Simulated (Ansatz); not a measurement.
# CsK₂YF₆, space group Fm-3m: a relaxation of cell and ions

Computed with the Ansatz DFT code, driven from Python.

Notebook, run cell by cell (the value of a cell's last expression is shown):

```python
import json

import ansatz as az
from ase.data import atomic_numbers
import numpy as np
import spglib
```

```python
def edges_and_angles(cell):
    cell = np.asarray(cell)
    a, b, c = np.linalg.norm(cell, axis=1)
    cosines = cell[1] @ cell[2] / (b * c), cell[0] @ cell[2] / (a * c), cell[0] @ cell[1] / (a * b)
    return (a, b, c, *np.degrees(np.arccos(cosines)))
```

```python
lattice = az.Lattice.of(
    (0.0, 4.980737, 4.980737),
    (4.980737, 0.0, 4.980737),
    (4.980737, 4.980737, 0.0),
)
sites = [
    ("K", (0.75, 0.75, 0.75)),
    ("K", (0.25, 0.25, 0.25)),
    ("Cs", (0.5, 0.5, 0.5)),
    ("Y", (0.0, 0.0, 0.0)),
    ("F", (0.780642, 0.219358, 0.219358)),
    ("F", (0.219358, 0.219358, 0.780642)),
    ("F", (0.219358, 0.780642, 0.780642)),
    ("F", (0.219358, 0.780642, 0.219358)),
    ("F", (0.780642, 0.219358, 0.780642)),
    ("F", (0.780642, 0.780642, 0.219358)),
]
xtal = az.Crystal(lattice=lattice)
for symbol, position in sites:
    xtal = xtal.atom(symbol, position)

# a pressure is positive in compression
setup = (
    xtal.calculation()
    .functional("r2scan", dispersion="d3bj")
    .basis(41 * az.Ry)
    .kpoints(3, 3, 3, center="gamma")
    .occupations(az.OccupationsMethod.FIXED)
    .relax(force_tolerance=0.03, pressure=-2)
    .band_table()
)
done = setup.run(events_out="csk2yf6.ndjson")
with open("csk2yf6.ndjson") as stream:
    events = [json.loads(line) for line in stream]
steps = [e["data"] for e in events if e["event"] == "relax_step"]
r = done.report
```

    DeckWarning: the engine holds no damping parameters fitted to this dispersion correction and functional, so the run takes those fitted to r2scan beside the three-body term, which d3bj leaves out (hamiltonian.dispersion, under Limitations)

```python
r["kpoints_frac"][:4]
```

    [[0.0, 0.0, 0.0], [0.0, 0.0, 0.3333333333333333], [0.0, 0.3333333333333333, 0.3333333333333333],
     [0.0, 0.3333333333333333, -0.33333333333333337]]

```python
for s in steps:
    flag = "" if s["accepted"] else "  (rejected)"
    print("step %2d  E = %.5f eV  largest force component = %.4f eV/A%s" % (s["step"], s["lagrangian_ev"], s["allowed_force_max_ev_ang"], flag))
```

    step  1  E = -17506.26219 eV  largest force component = 0.2775 eV/A
    step  2  E = -17506.12003 eV  largest force component = 0.3138 eV/A
    step  3  E = -17506.18491 eV  largest force component = 0.0369 eV/A
    step  4  E = -17506.18190 eV  largest force component = 0.0076 eV/A
    step  5  E = -17506.18628 eV  largest force component = 0.0073 eV/A

```python
first, last = steps[0], steps[-1]
symbols = [site.symbol for site in done.lattice.sites]
print(f"energy gained {first['lagrangian_ev'] - last['lagrangian_ev']:.4f} eV in {len(steps) - 1} steps")
for label, vectors in (("before", first["cell_ang"]), ("after", done.lattice.cell_ang)):
    print(label, "a b c (A) {:.4f} {:.4f} {:.4f}  angles {:.2f} {:.2f} {:.2f}".format(*edges_and_angles(vectors)), f" V = {abs(np.linalg.det(vectors)):.3f} A^3")
print("final stress xx yy zz (GPa, compression positive):", np.round(np.diag(r["stress_gpa"]), 3) + 0.0)
```

    energy gained -0.0759 eV in 4 steps
    before a b c (A) 7.0438 7.0438 7.0438  angles 60.00 60.00 60.00  V = 247.122 A^3
    after a b c (A) 7.1278 7.1278 7.1278  angles 60.00 60.00 60.00  V = 256.063 A^3
    final stress xx yy zz (GPa, compression positive): [-1.95 -1.95 -1.95]

```python
fractions = [site.position_frac for site in done.lattice.sites]
numbers = [atomic_numbers[s] for s in symbols]
for tolerance in (1e-3, 1e-2, 1e-1):
    print(f"space group at {tolerance} A:", spglib.get_spacegroup((done.lattice.cell_ang, fractions, numbers), symprec=tolerance))

print("atom   start x y z (A)              end x y z (A)")
for symbol, a, b in zip(symbols, first["positions_ang"], last["positions_ang"]):
    print(f"{symbol:3s}", " ".join(f"{v:8.4f}" for v in a), "  ", " ".join(f"{v:8.4f}" for v in b))
```

    space group at 0.001 A: Fm-3m (225)
    space group at 0.01 A: Fm-3m (225)
    space group at 0.1 A: Fm-3m (225)
    atom   start x y z (A)              end x y z (A)
    K     7.4711   7.4711   7.4711      7.5601   7.5601   7.5601
    K     2.4904   2.4904   2.4904      2.5200   2.5200   2.5200
    Cs    4.9807   4.9807   4.9807      5.0401   5.0401   5.0401
    Y     0.0000   0.0000   0.0000     -0.0000   0.0000   0.0000
    F     2.1851   4.9807   4.9807      2.1774   5.0401   5.0401
    F     4.9807   4.9807   2.1851      5.0401   5.0401   2.1774
    F     7.7763   4.9807   4.9807      7.9028   5.0401   5.0401
    F     4.9807   2.1851   4.9807      5.0401   2.1774   5.0401
    F     4.9807   7.7763   4.9807      5.0401   7.9028   5.0401
    F     4.9807   4.9807   7.7763      5.0401   5.0401   7.9028

```python
n_atoms = len(r["lattice"]["sites"])
print("F =", round(r["free_energy_ev"], 4), "eV for", n_atoms, "atoms")
print("E(sigma -> 0) =", round(r["energy_sigma0_ev"], 4), "eV, TS =", round(r["entropy_ts_ev"], 5), "eV")
print("closed by", r["closed_by"], "after", r["n_iterations"], "iterations")
```

    F = -17506.1863 eV for 10 atoms
    E(sigma -> 0) = -17506.1863 eV, TS = 0.0 eV
    closed by deck_thresholds after 5 iterations

```python
gap = None if "band_edges_ev" not in r else r["band_edges_ev"][1] - r["band_edges_ev"][0]
print("gap on the k mesh:", "withheld (metal, or smearing too wide to tell)" if gap is None else f"{gap:.3f} eV")
print("lowest empty less highest filled band, by band count:", round(r["gap_by_band_count_ev"], 3), "eV")
```

    gap on the k mesh: 5.842 eV
    lowest empty less highest filled band, by band count: 5.842 eV

Total energies depend on the potentials; only differences at equal settings carry meaning. A total without «per atom» is that of the cell as typed. Spin is left out of this run. Along an axis with an odd division the mesh misses the point at one half; a gap read on a finite mesh is an upper bound on this functional's gap. Semilocal gaps usually lie well under measured ones. The dispersion term runs with damping parameters of another functional. Part of the cell is held or a pressure is applied, so the end point needn't be the zero-pressure lattice. At a fixed pressure a relaxation lowers the enthalpy F + PV, while F alone can rise. The Fermi level of a run with fixed occupations marks the highest occupied state on its mesh, not mid-gap. Energies along a relaxation are free energies. Rows at an unchanged volume are solved on a plane-wave basis chosen afresh for that cell, so the energy jumps there and such rows are no steps of the walk. Edges and angles are those of the cell as typed, here a primitive one, not of the conventional cell. Symmetry holds the cell in this phase, whether or not it is the stable one at this pressure. This cell is a computed structure, which may not be the phase found in nature. Gaps and levels are Kohn-Sham values on a finite set of k-points, without spin-orbit coupling. Warnings are shown shortened and without file and line. Finished in 53 s on 1 thread of Arm Neoverse V2, with other jobs on the host, peak memory 1.5 GiB.
